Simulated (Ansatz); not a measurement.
**FH₄SiSn+ (SMILES F[SiH2][SnH2+]): single points off equilibrium**

A test off equilibrium: a structure displaced at random from a GFN2-xTB minimum is computed at several levels, and each is set against CCSD(T).

The runs use Ansatz 0.2.0, Gaussian basis; single points in def2-TZVPP.

Cores are frozen in the correlated methods. Filled d shells of the heavier atoms are correlated. Core potentials replace the inner electrons past krypton, and spin-orbit coupling is left out. B3LYP uses VWN-RPA correlation.

**1. Starting geometry**

7 atoms, charge 1, spin multiplicity 1.

Atoms are counted from 1 here; the program's logs count them from 0.

Bond lengths: F1–Si2 1.499 Å, Si2–Sn3 2.807 Å, Si2–H4 1.482 Å, Si2–H5 1.453 Å, Sn3–H6 1.773 Å, Sn3–H7 1.771 Å. Angles: F1–Si2–Sn3 102.8°, F1–Si2–H4 109.8°, F1–Si2–H5 112.1°, Sn3–Si2–H4 99.0°, Sn3–Si2–H5 103.5°, H4–Si2–H5 125.8°, Si2–Sn3–H6 133.8°, Si2–Sn3–H7 127.1°, H6–Sn3–H7 98.9°.

Geometry (Å):

```xyz
7
charge 1, multiplicity 1
F    -1.9156   -1.1270    0.0052
Si   -1.1255   -0.1735   -0.8389
Sn    1.1385    0.3304    0.7426
H    -0.4732   -0.9068   -1.9498
H    -1.7647    1.1270   -0.9401
H     1.4319    1.3184    2.1851
H     2.7259   -0.4447    0.6122
```

**2. CCSD(T)/def2-TZVPP**

run/in.yaml

```yaml
crystal:
  periodic: [false, false, false]
  atoms:
    - {symbol: F, position_ang: [-1.915600, -1.127000, 0.005200]}
    - {symbol: Si, position_ang: [-1.125500, -0.173500, -0.838900]}
    - {symbol: Sn, position_ang: [1.138500, 0.330400, 0.742600]}
    - {symbol: H, position_ang: [-0.473200, -0.906800, -1.949800]}
    - {symbol: H, position_ang: [-1.764700, 1.127000, -0.940100]}
    - {symbol: H, position_ang: [1.431900, 1.318400, 2.185100]}
    - {symbol: H, position_ang: [2.725900, -0.444700, 0.612200]}
basis:
  gaussian: {orbitals: def2-TZVPP}
total_charge: 1
correlation: {method: ccsd_t}
output: {forces: true}
```

No record of the launch command was kept for these runs.

**3. PBE0-D4/def2-TZVPP**

Edit run/in.yaml of step 2 so:

```diff
@@ -13,3 +13,3 @@
 total_charge: 1
-correlation: {method: ccsd_t}
-output: {forces: true}
+hamiltonian: {xc: pbe0, dispersion: d4}
+output: {forces: true, orbitals: {seedname: orbitals}}
```

**4. wB97M-V/def2-TZVPP**

Edit run/in.yaml of step 3 so:

```diff
@@ -13,3 +13,3 @@
 total_charge: 1
-hamiltonian: {xc: pbe0, dispersion: d4}
-output: {forces: true, orbitals: {seedname: orbitals}}
+hamiltonian: {xc: {name: wB97M-V}}
+output: {forces: true}
```

**5. r2SCAN-D4/def2-TZVPP**

Edit run/in.yaml of step 4 so:

```diff
@@ -13,3 +13,3 @@
 total_charge: 1
-hamiltonian: {xc: {name: wB97M-V}}
+hamiltonian: {xc: r2scan, dispersion: d4}
 output: {forces: true}
```

**6. PBE-D4/def2-TZVPP**

Edit run/in.yaml of step 5 so:

```diff
@@ -13,3 +13,3 @@
 total_charge: 1
-hamiltonian: {xc: r2scan, dispersion: d4}
+hamiltonian: {xc: pbe, dispersion: d4}
 output: {forces: true}
```

**7. CAM-B3LYP-D4/def2-TZVPP**

Edit run/in.yaml of step 6 so:

```diff
@@ -13,3 +13,3 @@
 total_charge: 1
-hamiltonian: {xc: pbe, dispersion: d4}
+hamiltonian: {xc: {name: CAM-B3LYP}, dispersion: d4}
 output: {forces: true}
```

**8. B3LYP-D4/def2-TZVPP**

Edit run/in.yaml of step 7 so:

```diff
@@ -13,3 +13,3 @@
 total_charge: 1
-hamiltonian: {xc: {name: CAM-B3LYP}, dispersion: d4}
+hamiltonian: {xc: {name: B3LYP}, dispersion: d4}
 output: {forces: true}
```

(Steps that only read results are left out.)

**Question.** What will these runs give? Wanted: energy less free atoms, CCSD(T)/def2-TZVPP; RMS force component; RMS force error; HOMO and LUMO, PBE0-D4; T1 diagnostic.

As calculated:

| quantity | value |
| --- | --- |
| energy less free atoms, CCSD(T)/def2-TZVPP | -11.583 eV |
| RMS force component | 1.136 to 1.306 eV/Å over the methods |
| RMS force error | PBE0-D4 0.078, wB97M-V 0.051, r2SCAN-D4 0.069, PBE-D4 0.241, CAM-B3LYP-D4 0.047, B3LYP-D4 0.092 eV/Å |
| HOMO and LUMO, PBE0-D4 | -13.41 and -8.63 eV |
| T1 diagnostic | 0.013 |

In words: Against CCSD(T) the functionals' energies less atoms differ by -0.418 to -0.024 eV, PBE-D4 by -0.269 eV. CCSD(T) in triple zeta still lacks some correlation energy of the bonds, so part of these gaps is its own basis error and they don't rank the functionals. For forces CAM-B3LYP-D4 does best and PBE-D4 worst. Frozen-core CCSD(T) forces in triple zeta carry basis errors of their own, and this is one geometry, so small gaps rank nothing.
